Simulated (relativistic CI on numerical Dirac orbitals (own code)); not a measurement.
# He: one ion under different settings

Aim: see what numerical and physical settings do to the SCF, the total energy and the lowest levels of He.

Program: relativistic CI on numerical Dirac orbitals (own code) version 3. Level of theory: Dirac-Coulomb-Breit CI, KLI orbitals optimised for each configuration, model QED (radiative potential, 1s self-energy scaled to tabulated hydrogen-like ionisation energies), numerical settings as typed. These are calculated values, not measurements, unless marked.

**1. What is computed**

* ion: He (He I)
* nuclear charge: 2
* electrons: 2
* isotope: A = 4

**2. The usual input**

The run's settings:

```ini
atom He  Z=2  charge=0  electrons=2
nucleus A=4  rms_radius_fm=1.6755
hamiltonian dirac-coulomb  breit=on  qed=on  c_scale=1
orbitals kli  potential=per-configuration
slater_scale 1
correlation none
mixing on
grid step=0.0125 r_max=62.6
scf mixing=0.4 start=green max_iterations=150 tolerance=2e-08 node_fill=0.05
configurations
  1s2
  1s 2s
end
```

Run with:

```bash
$ python run_levels.py task.json out
```

One command runs all members of the session, one after another, from task.json.

**3. Grid step 0.006, speed-of-light factor 2**

The run's settings:

```ini
atom He  Z=2  charge=0  electrons=2
nucleus A=4  rms_radius_fm=1.6755
hamiltonian dirac-coulomb  breit=on  qed=on  c_scale=2
orbitals kli  potential=per-configuration
slater_scale 1
correlation none
mixing on
grid step=0.006 r_max=62.6
scf mixing=0.4 start=green max_iterations=150 tolerance=2e-08 node_fill=0.05
configurations
  1s2
  1s 2s
end
```

**4. Node fill 0.01, grid step 0.008, nuclear radius 1.8431**

The run's settings:

```ini
atom He  Z=2  charge=0  electrons=2
nucleus A=4  rms_radius_fm=1.8431
hamiltonian dirac-coulomb  breit=on  qed=on  c_scale=1
orbitals kli  potential=per-configuration
slater_scale 1
correlation none
mixing on
grid step=0.008 r_max=62.6
scf mixing=0.4 start=green max_iterations=150 tolerance=2e-08 node_fill=0.01
configurations
  1s2
  1s 2s
end
```

**5. Nuclear radius 2.1782**

The run's settings:

```ini
atom He  Z=2  charge=0  electrons=2
nucleus A=4  rms_radius_fm=2.1782
hamiltonian dirac-coulomb  breit=on  qed=on  c_scale=1
orbitals kli  potential=per-configuration
slater_scale 1
correlation none
mixing on
grid step=0.0125 r_max=62.6
scf mixing=0.4 start=green max_iterations=150 tolerance=2e-08 node_fill=0.05
configurations
  1s2
  1s 2s
end
```

**6. End of the grid 93.9, tolerance 1e-10**

The run's settings:

```ini
atom He  Z=2  charge=0  electrons=2
nucleus A=4  rms_radius_fm=1.6755
hamiltonian dirac-coulomb  breit=on  qed=on  c_scale=1
orbitals kli  potential=per-configuration
slater_scale 1
correlation none
mixing on
grid step=0.0125 r_max=93.9
scf mixing=0.4 start=green max_iterations=150 tolerance=1e-10 node_fill=0.05
configurations
  1s2
  1s 2s
end
```

**7. Nuclear radius 167.55**

The run's settings:

```ini
atom He  Z=2  charge=0  electrons=2
nucleus A=4  rms_radius_fm=167.5500
hamiltonian dirac-coulomb  breit=on  qed=on  c_scale=1
orbitals kli  potential=per-configuration
slater_scale 1
correlation none
mixing on
grid step=0.0125 r_max=62.6
scf mixing=0.4 start=green max_iterations=68 tolerance=2e-08 node_fill=0.05
configurations
  1s2
  1s 2s
end
```

(Steps that only read results are left out.)

**Question.** What will these runs give? Wanted: lowest level, usual settings; total energy; first excitation.

**Answer**, as computed:

| setting | total energy less usual (Ha) | largest shift of a level among the lowest eight of both runs, same label and place (cm⁻¹) | SCF iterations | time | lowest level | kind of change |
| --- | --- | --- | --- | --- | --- | --- |
| usual | 0 | 0 | 19 | 0.031 s | 1s2 1S0 | - |
| grid step 0.006, speed-of-light factor 2 | 5.11e-05 | 7.52 | 19 | 0.058 s | 1s2 1S0 | unphysical constant |
| node fill 0.01, grid step 0.008, nuclear radius 1.8431 | -3.51e-07 | 51.9 | 18 | 0.047 s | 1s2 1S0 | unphysical constant |
| nuclear radius 2.1782 | -3.62e-07 | 0.0262 | 19 | 0.03 s | 1s2 1S0 | unphysical constant |
| end of the grid 93.9, tolerance 1e-10 | 0 | 0 | 20 | 0.031 s | 1s2 1S0 | numerical |
| nuclear radius 167.55 | 0.000149 | 8.81 | 19 | 0.031 s | 1s2 1S0 | unsound |

```
                    quantity        value
lowest level, usual settings      1s2 1S0
                total energy   -2.8617 Ha
            first excitation  151135 cm⁻¹
```

**Reading.** Among the runs whose levels can be followed, they move most under «node fill 0.01, grid step 0.008, nuclear radius 1.8431» (unphysical constant), by up to 51.9 cm⁻¹. No visible change in the result comes from «nuclear radius 2.1782» or «end of the grid 93.9, tolerance 1e-10». Only the listed configurations are in the model. Near neutrality, missing correlation can shift configurations against each other by thousands of cm⁻¹.
